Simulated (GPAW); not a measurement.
Crystal: HfMoC2.

```
CELL_PARAMETERS angstrom
3.19142 0.00000 0.00000
0.00000 3.19142 0.00000
0.00000 0.00000 4.48516
ATOMIC_POSITIONS crystal
Hf 0.00000 0.00000 0.00000
Mo 0.50000 0.50000 0.50000
C 0.50000 0.50000 0.00000
C 0.00000 0.00000 0.50000
```

The cell comes from a database or a generator and needn't be the stable form of this composition.

* Program: GPAW 26.7.0
* Task: relaxation of cell and atoms
* Functional: PBEsol
* Potentials or basis: PAW data sets generated in the run's folder for this functional
* Cutoff: 800 eV
* Basis: pw
* k mesh: 6 × 6 × 4
* Occupations: fermi-dirac, width 0.05 eV
* Spin: no spin polarisation

At the start: pressure -7.2 GPa; volume 11.42 Å³/atom.

Q: Where does the relaxation end?

A: Over 6 steps the energy falls by 7.3 meV/atom and the volume is 11.14 Å³/atom (-2.5 %); space group P4/mmm (No. 123, to 0.05 Å).

Step by step:
```
step  energy change (eV)  largest force (eV/Å)  pressure (GPa)  volume (Å³)
   1              0.0000                0.0000           -7.25        45.68
   2             -0.0108                0.0000           -5.76        45.43
   3             -0.0283                0.0000            0.44        44.46
   4             -0.0285                0.0000            0.20        44.49
   5             -0.0289                0.0000           -0.13        44.54
   6             -0.0290                0.0000           -0.12        44.54
```

Final structure:
```
Hf Mo C
1.0
     3.15566    0.00000    0.00000
     0.00000    3.15566    0.00000
     0.00000    0.00000    4.47286
Hf Mo C
1 1 2
Direct
  0.00000 0.00000 0.00000
  0.50000 0.50000 0.50000
  0.50000 0.50000 0.00000
  0.00000 0.00000 0.50000
```

Caveat: later steps reuse the first step's grids.
